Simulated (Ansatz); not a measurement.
# ClH5Si2: the cost of one run

The runs use Ansatz 0.2.0, Gaussian basis; PBE0-D4/def2-TZVP structures, single points in def2-TZVPP, no counterpoise correction.

Levels: SPW92, PBE-D4, BLYP-D4, r2SCAN-D4, B97M-V, PBE0-D4, B3LYP-D4, r2SCAN0-D4, BHLYP-D4, CAM-B3LYP-D4, wB97X-V, wB97M-V, B2PLYP, PBE-QIDH, RPA on PBE, Hartree-Fock, MP2, CCSD, CCSD(T).

Cores are frozen in the correlated methods. B3LYP uses VWN-RPA correlation. B2PLYP carries no dispersion term here.

95 further runs of the same task are left out: 1 that didn't finish, 94 set aside as unsound or not needed.

## Step 1: Where the work starts

The complex: 10 atoms, charge 0, spin multiplicity 1.

Atoms are counted from 1 here; the program's logs count them from 0.

Bond lengths: Si1–Si2 2.343 Å, Si1–H3 1.480 Å, Si1–H4 1.480 Å, Si1–Cl5 2.069 Å, Si2–H8 1.500 Å, Si2–H9 1.485 Å, Si2–H10 1.485 Å, H6–F7 0.927 Å. Angles: Si2–Si1–H3 112.5°, Si2–Si1–H4 112.5°, Si2–Si1–Cl5 105.2°, H3–Si1–H4 111.1°, H3–Si1–Cl5 107.6°, H4–Si1–Cl5 107.6°, Si1–Si2–H8 111.8°, Si1–Si2–H9 110.5°, Si1–Si2–H10 110.5°, H8–Si2–H9 107.0°, H8–Si2–H10 107.0°, H9–Si2–H10 109.9°.

Geometry (Å):

```mol
ClFH6Si2
  3D, bonds by distance, orders not assigned

 10  8  0  0  0  0  0  0  0  0999 V2000
   -0.3322   -0.9256   -0.8056 Si  0  0
   -0.4414    1.1711    0.2342 Si  0  0
   -0.5869   -2.0381    0.1371 H   0  0
    0.9387   -1.1286   -1.5370 H   0  0
   -1.8627   -0.9219   -2.1984 Cl  0  0
    1.6939   -0.1149    1.4824 H   0  0
    1.9567   -0.9732    1.2522 F   0  0
    0.6154    1.3255    1.2873 H   0  0
   -0.2279    2.2551   -0.7578 H   0  0
   -1.7534    1.3505    0.9056 H   0  0
  1  2  8  0
  1  3  8  0
  1  4  8  0
  1  5  8  0
  2  8  8  0
  2  9  8  0
  2 10  8  0
  6  7  8  0
M  END
```

Its parts: Si2H5Cl holds atoms 1, 2, 3, 4, 5, 8, 9, 10; HF holds atoms 6, 7. Each part counts its atoms afresh in its own runs.

## Step 2: Relaxing Si2H5Cl alone

The input, relax-a/in.yaml:

```yaml
crystal:
  periodic: [false, false, false]
  atoms:
    - {symbol: Si, position_ang: [-0.332190, -0.925555, -0.805636]}
    - {symbol: Si, position_ang: [-0.441369, 1.171120, 0.234161]}
    - {symbol: H, position_ang: [-0.586859, -2.038075, 0.137123]}
    - {symbol: H, position_ang: [0.938692, -1.128608, -1.537009]}
    - {symbol: Cl, position_ang: [-1.862706, -0.921903, -2.198403]}
    - {symbol: H, position_ang: [0.615376, 1.325509, 1.287329]}
    - {symbol: H, position_ang: [-0.227941, 2.255059, -0.757815]}
    - {symbol: H, position_ang: [-1.753425, 1.350464, 0.905595]}
basis:
  gaussian: {orbitals: def2-TZVP}
hamiltonian: {xc: pbe0, dispersion: d4}
relax: {f_tol: 0.005, max_steps: 200}
```

Command:

```sh
$ ansatz run in.yaml --threads 4 --pin off --events-out ev --progress --plain --max-ram 9574MiB
```

**Question.** How long does this run take on 4 threads of Arm Neoverse V1, shared host?

About 11 s.
